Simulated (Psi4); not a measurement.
**triplet AlCl2F at 4 levels**

Aim: a comparison of 4 runs (U-revPBE/def2-SVPD, UBLYP/def2-SVPD, USVWN5/def2-SVPD, UTPSS/def2-SVPD) of triplet AlCl2F. 

The results are computed with Psi4 1.11.

2 further runs of the same task are left out: 2 set aside as unsound or not needed.

### Step 1. The structure to begin with

The species is AlCl2F (4 atoms), meant as a triplet with charge 0. SMILES of the parent species: `[F][Al]([Cl])[Cl]`. The coordinates come from a PBE0-D4/def2-TZVP relaxation. That shape belongs to the parent species and isn't relaxed for this state.

Bond lengths: F1–Al2 1.633 Å, Al2–Cl3 2.065 Å, Al2–Cl4 2.065 Å. Angles: F1–Al2–Cl3 119.2°, F1–Al2–Cl4 119.2°, Cl3–Al2–Cl4 121.5°.

### Step 2. Energy and forces at U-revPBE/def2-SVPD (run 1)

File job.json:

```json
{
 "schema_name": "qcschema_input",
 "schema_version": 1,
 "molecule": {
  "schema_name": "qcschema_molecule",
  "schema_version": 2,
  "symbols": ["F", "Al", "Cl", "Cl"],
  "geometry": [0.16519986, 0.73362948, 3.17918075, 0.00907069, 0.0406858, 0.17687837, 2.31121064, -2.76597323, -1.2537388, -2.48550008, 1.99163905, -2.10233921],
  "molecular_charge": 0,
  "molecular_multiplicity": 3,
  "fix_symmetry": "c1",
  "fix_com": true,
  "fix_orientation": true
 },
 "driver": "gradient",
 "model": {
  "method": "revpbe",
  "basis": "def2-SVPD"
 },
 "keywords": {
  "reference": "uks",
  "puream": true,
  "e_convergence": 1e-09,
  "d_convergence": 1e-08,
  "scf_type": "pk",
  "dft_radial_points": 99,
  "dft_spherical_points": 590,
  "maxiter": 100
 }
}
```

Command:

```
$ psi4 --qcschema job.json -n 1 --memory 2200MB
```

stdout:

```text
[...]
  Running in c1 symmetry.
[...]
  Nuclear repulsion =  244.295361815582481
[...]
  Multiplicity = 3
[...]
  Nalpha       = 29
  Nbeta        = 27
[...]
    Number of basis functions: 101
[...]
   @UKS iter   1: -1261.82189045326504    1.01795e-01   6.00855e-03 DIIS/ADIIS
[...]
   @UKS iter  16: -1261.97999555667570   -4.54747e-13   4.95425e-09 DIIS
[...]
   @S^2 Observed:                2.003322642E+00
[...]
  @UKS Final Energy: -1261.97999555667570
   => Energetics <=
    Nuclear Repulsion Energy =            244.2953618155824813
    One-Electron Energy =               -2231.9833126110343073
    Two-Electron Energy =                 811.0392009625581977
    DFT Exchange-Correlation Energy =     -85.3312457237821604
    Empirical Dispersion Energy =           0.0000000000000000
    VV10 Nonlocal Energy =                  0.0000000000000000
    Total Energy =                      -1261.9799955566757035
[...]
  -Total Gradient:
     Atom            X                  Y                   Z
    ------   -----------------  -----------------  -----------------
       1       -0.002907934223    -0.012865957081    -0.055692680014
       2       -0.000661199919    -0.003076555269    -0.013502466918
       3       -0.040408784435     0.049818791400     0.027126380055
       4        0.043977176190    -0.033879577209     0.042054488025
[...]
```

The result, in JSON:

```text
{
 "driver": "gradient",
 "model": {
  "method": "revpbe",
  "basis": "def2-SVPD"
 },
 "success": true,
 "return_result": [-0.0029079342230519875, -0.012865957081046663, -0.05569268001367483, -0.000661199918781214, -0.003076555269196453, -0.013502466917718094, -0.040408784435264106, 0.04981879140044962, 0.02712638005489705, 0.04397717619003143, -0.03387957720913323, 0.04205448802471369],
 "properties": {
  "calcinfo_nbasis": 101,
  "calcinfo_nmo": 101,
  "calcinfo_nalpha": 29,
  "calcinfo_nbeta": 27,
  "calcinfo_natom": 4,
  "nuclear_repulsion_energy": 244.29536181558248,
  "return_energy": -1261.9799955566757,
  "return_gradient": [-0.0029079342230519875, -0.012865957081046663, -0.05569268001367483, -0.000661199918781214, -0.003076555269196453, -0.013502466917718094, -0.040408784435264106, 0.04981879140044962, 0.02712638005489705, 0.04397717619003143, -0.03387957720913323, 0.04205448802471369],
  "scf_one_electron_energy": -2231.9833126110343,
  "scf_two_electron_energy": 811.0392009625582,
  "scf_xc_energy": -85.33124572378216,
  "scf_dipole_moment": [-0.03581615492387891, -0.16052891525009994, -0.6975558127393029],
  "scf_total_energy": -1261.9799955566757,
  "scf_total_gradient": [-0.0029079342230519875, -0.012865957081046663, -0.05569268001367483, -0.000661199918781214, -0.003076555269196453, -0.013502466917718094, -0.040408784435264106, 0.04981879140044962, 0.02712638005489705, 0.04397717619003143, -0.03387957720913323, 0.04205448802471369],
  "scf_iterations": 16
 }
}
```

Run time: 16 s. Hardware: 1 thread of Intel Xeon 6975P-C (Granite Rapids), shared host; peak memory 0.94 GiB.

### Step 3. Energy and gradient at UBLYP/def2-SVPD (run 2)

File job.json:

```json
{
  "schema_name": "qcschema_input",
  "schema_version": 1,
  "molecule": {
    "schema_name": "qcschema_molecule",
    "schema_version": 2,
    "symbols": ["F", "Al", "Cl", "Cl"],
    "geometry": [0.16519986, 0.73362948, 3.17918075, 0.00907069, 0.0406858, 0.17687837, 2.31121064, -2.76597323, -1.2537388, -2.48550008, 1.99163905, -2.10233921],
    "molecular_charge": 0,
    "molecular_multiplicity": 3,
    "fix_symmetry": "c1",
    "fix_com": true,
    "fix_orientation": true
  },
  "driver": "gradient",
  "model": {
    "method": "blyp",
    "basis": "def2-SVPD"
  },
  "keywords": {
    "reference": "uks",
    "puream": true,
    "e_convergence": 1e-09,
    "d_convergence": 1e-08,
    "scf_type": "pk",
    "dft_radial_points": 99,
    "dft_spherical_points": 590,
    "maxiter": 100
  }
}
```

Command:

```
$ psi4 --qcschema job.json -n 1 --memory 2200MB
```

stdout:

```text
[...]
  Running in c1 symmetry.
[...]
  Nuclear repulsion =  244.295361815582481
[...]
  Multiplicity = 3
[...]
  Nalpha       = 29
  Nbeta        = 27
[...]
    Number of basis functions: 101
[...]
   @UKS iter   1: -1262.06113137947045    1.18158e-01   6.30503e-03 DIIS/ADIIS
[...]
   @UKS iter  16: -1262.23291307576164   -2.50111e-12   6.72402e-09 DIIS
[...]
   @S^2 Observed:                2.002459331E+00
[...]
  @UKS Final Energy: -1262.23291307576164
   => Energetics <=
    Nuclear Repulsion Energy =            244.2953618155824813
    One-Electron Energy =               -2231.9372939613676863
    Two-Electron Energy =                 810.9906236803728916
    DFT Exchange-Correlation Energy =     -85.5816046103492596
    Empirical Dispersion Energy =           0.0000000000000000
    VV10 Nonlocal Energy =                  0.0000000000000000
    Total Energy =                      -1262.2329130757616440
[...]
  -Total Gradient:
     Atom            X                  Y                   Z
    ------   -----------------  -----------------  -----------------
       1       -0.002737883731    -0.012117945043    -0.052460409547
       2       -0.000835450312    -0.003832405694    -0.016754820627
       3       -0.040352029370     0.049767286003     0.027141801006
       4        0.043924178160    -0.033822224505     0.042050490968
[...]
```

The result, in JSON:

```text
{
 "driver": "gradient",
 "model": {
  "method": "blyp",
  "basis": "def2-SVPD"
 },
 "success": true,
 "return_result": [-0.002737883730551221, -0.012117945043209462, -0.052460409547136155, -0.0008354503120694955, -0.003832405693843209, -0.016754820627385283, -0.040352029370366124, 0.04976728600304543, 0.027141801006426235, 0.043924178160038005, -0.03382222450515149, 0.04205049096809964],
 "properties": {
  "calcinfo_nbasis": 101,
  "calcinfo_nmo": 101,
  "calcinfo_nalpha": 29,
  "calcinfo_nbeta": 27,
  "calcinfo_natom": 4,
  "nuclear_repulsion_energy": 244.29536181558248,
  "return_energy": -1262.2329130757616,
  "return_gradient": [-0.002737883730551221, -0.012117945043209462, -0.052460409547136155, -0.0008354503120694955, -0.003832405693843209, -0.016754820627385283, -0.040352029370366124, 0.04976728600304543, 0.027141801006426235, 0.043924178160038005, -0.03382222450515149, 0.04205049096809964],
  "scf_one_electron_energy": -2231.9372939613677,
  "scf_two_electron_energy": 810.9906236803729,
  "scf_xc_energy": -85.58160461034926,
  "scf_dipole_moment": [-0.03745515934184285, -0.1674889168309477, -0.7273076468626236],
  "scf_total_energy": -1262.2329130757616,
  "scf_total_gradient": [-0.002737883730551221, -0.012117945043209462, -0.052460409547136155, -0.0008354503120694955, -0.003832405693843209, -0.016754820627385283, -0.040352029370366124, 0.04976728600304543, 0.027141801006426235, 0.043924178160038005, -0.03382222450515149, 0.04205049096809964],
  "scf_iterations": 16
 }
}
```

Wall time 15 s (1 thread of Intel Xeon 6975P-C (Granite Rapids), shared host); peak memory 0.94 GiB.

### Step 4. Energy and gradient at USVWN5/def2-SVPD (run 3)

File alcl2f.inp:

```
memory 2.2 GB

molecule {
  0 3
  F      0.087420     0.388220     1.682350
  Al     0.004800     0.021530     0.093600
  Cl     1.223040    -1.463690    -0.663450
  Cl    -1.315270     1.053930    -1.112510
  symmetry c1
  no_reorient
  no_com
}

set basis def2-SVPD
set reference uks
set puream true
set e_convergence 1e-09
set d_convergence 1e-08
set scf_type pk
set dft_radial_points 99
set dft_spherical_points 590
set maxiter 100

result, w = gradient("scf", dft_functional={"name": "SVWN5", "x_functionals": {"LDA_X": {}}, "c_functionals": {"LDA_C_VWN": {}}}, return_wfn=True)
oeprop(w, "WIBERG_LOWDIN_INDICES", "MULLIKEN_CHARGES", "LOWDIN_CHARGES", title="SCF")
print_variables()
```

Command:

```
$ psi4 -i alcl2f.inp -o alcl2f.out -n 1
```

alcl2f.out:

```text
[...]
  Running in c1 symmetry.
[...]
  Nuclear repulsion =  244.295361750994289
[...]
  Multiplicity = 3
[...]
  Nalpha       = 29
  Nbeta        = 27
[...]
    Number of basis functions: 101
[...]
   @UKS iter   1: -1257.44589028342807    1.14550e-01   5.86369e-03 ADIIS/DIIS
[...]
   @UKS iter  16: -1257.60037129342868   -1.38698e-11   5.19741e-09 DIIS
[...]
   @S^2 Observed:                2.001260891E+00
[...]
  @UKS Final Energy: -1257.60037129342868
   => Energetics <=
    Nuclear Repulsion Energy =            244.2953617509942887
    One-Electron Energy =               -2231.6106895640450603
    Two-Electron Energy =                 810.5970412535054948
    DFT Exchange-Correlation Energy =     -80.8820847338834881
    Empirical Dispersion Energy =           0.0000000000000000
    VV10 Nonlocal Energy =                  0.0000000000000000
    Total Energy =                      -1257.6003712934286796
[...]
  -Total Gradient:
     Atom            X                  Y                   Z
    ------   -----------------  -----------------  -----------------
       1       -0.002088788243    -0.009241319566    -0.040002124277
       2       -0.000934406329    -0.004255775388    -0.018568904437
       3       -0.033782012893     0.041750905683     0.023029148838
       4        0.036803838538    -0.028259837982     0.035515844953
[...]
```

Wall time 12 s (1 thread of Intel Xeon 6975P-C (Granite Rapids), shared host); peak memory 0.55 GiB.

### Step 5. Energy and gradient at UTPSS/def2-SVPD (run 4)

File job.in:

```
memory 2200 MB

molecule {
  0 3
  F      0.087420     0.388220     1.682350
  Al     0.004800     0.021530     0.093600
  Cl     1.223040    -1.463690    -0.663450
  Cl    -1.315270     1.053930    -1.112510
  symmetry c1
  no_reorient
  no_com
}

set {
  basis                def2-SVPD
  reference            uks
  puream               true
  e_convergence        1e-09
  d_convergence        1e-08
  scf_type             pk
  dft_radial_points    99
  dft_spherical_points 590
  maxiter              100
}

result, w = gradient("tpss", return_wfn=True)
oeprop(w, "QUADRUPOLE", "MULLIKEN_CHARGES", "MAYER_INDICES", title="TPSS")
```

Command:

```
$ psi4 -n 1 job.in job.out
```

job.out:

```text
[...]
  Running in c1 symmetry.
[...]
  Nuclear repulsion =  244.295361750994289
[...]
  Multiplicity = 3
[...]
  Nalpha       = 29
  Nbeta        = 27
[...]
    Number of basis functions: 101
[...]
   @UKS iter   1: -1262.14761321226592    8.62183e-02   5.93265e-03 ADIIS/DIIS
[...]
   @UKS iter  16: -1262.29975189130801   -1.36424e-12   4.15905e-09 DIIS
[...]
   @S^2 Observed:                2.003837630E+00
[...]
  @UKS Final Energy: -1262.29975189130801
   => Energetics <=
    Nuclear Repulsion Energy =            244.2953617509942887
    One-Electron Energy =               -2232.0879611613336237
    Two-Electron Energy =                 811.1597757115968079
    DFT Exchange-Correlation Energy =     -85.6669281925656207
    Empirical Dispersion Energy =           0.0000000000000000
    VV10 Nonlocal Energy =                  0.0000000000000000
    Total Energy =                      -1262.2997518913080057
[...]
  -Total Gradient:
     Atom            X                  Y                   Z
    ------   -----------------  -----------------  -----------------
       1       -0.002566399168    -0.011338631612    -0.049060521518
       2       -0.000895249909    -0.004144017851    -0.018164371446
       3       -0.038999953758     0.048136761651     0.026394779159
       4        0.042460357350    -0.032659798497     0.040805323774
[...]
  Mulliken Charges: (a.u.)
   Center  Symbol    Alpha    Beta     Spin     Total
       1     F     4.75823  4.71141  0.04682 -0.46964
       2    AL     6.77059  5.47126  1.29933  0.75815
       3    CL     8.73559  8.40867  0.32692 -0.14426
       4    CL     8.73559  8.40866  0.32693 -0.14425
   Total alpha = 29.00000, Total beta = 27.00000, Total charge =  0.00000
  Mayer Bond Indices:
  Total Bond Index:
  Irrep: 1 Size: 4 x 4
[...]
```

Wall time 39 s (1 thread of Intel Xeon 6975P-C (Granite Rapids), shared host); peak memory 1.1 GiB.

### Step 6. Overview of the runs

```csv
run,level,energy (Eh),dipole moment (D),HOMO energy (eV),⟨S²⟩,wall time
1,U-revPBE/def2-SVPD,-1261.979996,1.82,-2.90,2.003,16 s
2,UBLYP/def2-SVPD,-1262.232913,1.90,-2.79,2.002,15 s
3,USVWN5/def2-SVPD,-1257.600371,1.89,-3.03,2.001,12 s
4,UTPSS/def2-SVPD,-1262.299752,1.86,-2.89,2.004,39 s
```

### Step 7. What came out

```
                                 quantity           value
                      run 4: total energy  -1262.29975 Eh
                     run 4: dipole moment          1.86 D
run 4: HOMO energy (highest over α and β)        -2.89 eV
                              run 4: ⟨S²⟩           2.004
          run 4: largest force on an atom      3.463 eV/Å
```

**Reading.** The dipole moment (its size) runs from 1.82 D (U-revPBE/def2-SVPD) to 1.90 D (UBLYP/def2-SVPD). Totals of different functionals can't be ranked against each other. All runs together took 83 s, the longest 39 s.
